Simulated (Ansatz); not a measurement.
**CH2ClNSSi: basis-set convergence**

How large a basis does CH2ClNSSi need? Two functionals are run in growing sets.

Computed with Ansatz 0.2.0, Gaussian basis. Level: one geometry, several basis sets.

Levels to be run: PBE0-D4/def2-SVP; ωB97M-V/def2-SVP; PBE0-D4/def2-QZVPP; ωB97M-V/def2-QZVPP; the functionals' def2-TZVPP values are taken from earlier runs.

## (1) The relaxed structure

The geometry comes from an earlier relaxation with PBE0-D4 in a triple-zeta def2 set; it is a stationary point, not always the lowest conformer.

SMILES `S[Si]1(Cl)C=N1`, 7 atoms, charge 0, spin multiplicity 1.

Atoms are counted from 1 here; the program's logs count them from 0.

Bond lengths: S1–Si2 2.101 Å, S1–H6 1.344 Å, Si2–Cl3 2.031 Å, Si2–C4 1.754 Å, Si2–N5 1.759 Å, C4–N5 1.292 Å, C4–H7 1.092 Å. Angles: Si2–S1–H6 93.6°, S1–Si2–Cl3 111.4°, S1–Si2–C4 123.0°, S1–Si2–N5 121.6°, Cl3–Si2–C4 123.1°, Cl3–Si2–N5 117.6°, C4–Si2–N5 43.2°, Si2–C4–N5 68.6°, Si2–C4–H7 163.4°, N5–C4–H7 128.0°, Si2–N5–C4 68.2°.

## (2) PBE0-D4 in def2-SVP

File in.yaml:

```yaml
crystal:
  periodic: [false, false, false]
  atoms:
    - {symbol: S, position_ang: [-1.851986, 0.115539, 0.930609]}
    - {symbol: Si, position_ang: [0.059711, -0.213005, 0.123148]}
    - {symbol: Cl, position_ang: [0.946086, -1.839559, 0.956201]}
    - {symbol: C, position_ang: [0.946361, 1.012523, -0.765370]}
    - {symbol: N, position_ang: [0.422377, 0.140151, -1.561220]}
    - {symbol: H, position_ang: [-2.010697, -1.167833, 1.297753]}
    - {symbol: H, position_ang: [1.549248, 1.884084, -1.026921]}
basis:
  gaussian: {orbitals: def2-SVP}
hamiltonian: {xc: pbe0, dispersion: d4}
output: {orbitals: {seedname: orbitals}}
```

Command:

```
$ ansatz run in.yaml --threads 2 --pin off --events-out ev --progress --plain --max-ram 4352MiB
```

Further steps of the session: ωB97M-V in def2-SVP; PBE0-D4 in def2-QZVPP; ωB97M-V in def2-QZVPP.

Q: Predict the results of all the runs planned. Wanted: PBE0-D4: double and triple zeta above quadruple; ωB97M-V: double and triple zeta above quadruple.

As calculated:

| quantity | value |
| --- | --- |
| PBE0-D4: double and triple zeta above quadruple | 15.10, 1.11 eV |
| ωB97M-V: double and triple zeta above quadruple | 15.04, 1.05 eV |

PBE0-D4 gains 14.00 eV from double to triple zeta, then 1.11 eV more. Total energies overstate the basis error of differences, where much of it tends to cancel. The LUMO of ωB97M-V is positive and keeps falling with the basis (1.46 to 0.90 eV): an unbound level that the basis holds in place.
